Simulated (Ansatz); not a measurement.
## NiMoIrPdW: equation of state with PBE

The system is NiMoIrPdW.

```
Ni Mo Pd Ir W
1.0
    -1.37004    1.37004    9.71647
     1.37004   -1.37004    9.71647
     1.37004    1.37004   -9.71647
Ni Mo Pd Ir W
1 1 1 1 1
Cartesian
  0.0000 0.0000 3.8598
  0.0000 0.0000 11.8389
  0.0000 0.0000 15.4123
  0.0000 0.0000 7.7623
  0.0000 0.0000 19.3484
```

The cell was built by a generator and needn't be a form met in nature.

```json
{
 "Program": "Ansatz 0.2.0",
 "Task": "equation of state",
 "Functional": "PBE",
 "Potentials or basis": "Ansatz PAW",
 "Cutoff": "420 eV",
 "Density cutoff": "1680 eV",
 "k mesh": "13 × 13 × 13",
 "Occupations": "fermi-dirac, width 0.05 eV",
 "Spin": "collinear spin, ferromagnetic start",
 "Starting moments": "[1.0, 1.0, 0.0, 0.6, 0.0] μB"
}
```

```
Equilibrium volume                        : 14.59 Å³/atom
Bulk modulus at fixed shape and positions : 256 GPa
Pressure derivative of the bulk modulus   : 4.7
```

Energy against volume, from the lowest point:
```tsv
volume (Å³/atom)	energy (meV/atom)
13.715	47.03
14.007	20.05
14.299	4.79
14.590	0.00
14.882	4.54
15.174	17.41
15.466	37.70
```

All runs of the series together: 5.3 min on 8 threads of Arm Neoverse V1, with other jobs on the host.

Caveat: the cell was scaled at fixed shape and fractional positions, which overstates the stiffness of a crystal with free parameters, most of all of layers and chains. Spin-orbit coupling is left out, which matters for the levels of Ir, W.
